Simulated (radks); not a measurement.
**Fractional charge and spin in the 4s shell of cobalt**

One table from this session's results is given with a row withheld; the runs are named, their logs left out.

The numbers are computed with radks (a radial shooting solver on a logarithmic mesh, Libxc functionals) version 1 (scalar-relativistic Kohn-Sham, PBE, spin-polarised, spherical densities, point nucleus), except any that are marked as measured or tabulated.

## Starting point

| Quantity | Value |
| --- | --- |
| element | cobalt (Z = 27) |
| configuration | [Ar] 3d(up 3.5, down 3.5) 4s(up 1, down 1) |

A shell typed twice in an input gives spin up, then spin down.

The first run:

Settings of this run:

```text
Z 27
configuration [Ar] 3d3.5 3d3.5 4s1 4s1
relativity scalar-relativistic
functional pbe,pbe
spin polarised
nucleus point
c 137.035999084
```

Steps of the session up to this table: 4s: up 1, down 1.

One of the session's tables, all rows but one given; the rest of the session is left out.

Sizes of the orbitals, from the radial functions (bohr):

```
level      <r>  outermost maximum (interpolated)  90 % within  nodes
   1s  0.05619                            0.0368        0.100      0
   2s   0.2555                             0.213        0.396      1
   2p   0.2250                             0.172        0.368      0
   3s        ?                                 ?            ?      ?
   3p   0.8160                             0.678         1.26      1
   3d    1.071                             0.668         1.89      0
   4s    2.894                              2.32         4.45      3
```

Q: Estimate the row for 3s from the others.

As computed: <r>: 0.7736; outermost maximum (interpolated): 0.669; 90 % within: 1.16; nodes: 2. In the column «<r>» it lies between 2s (0.2555) and 3p (0.8160).
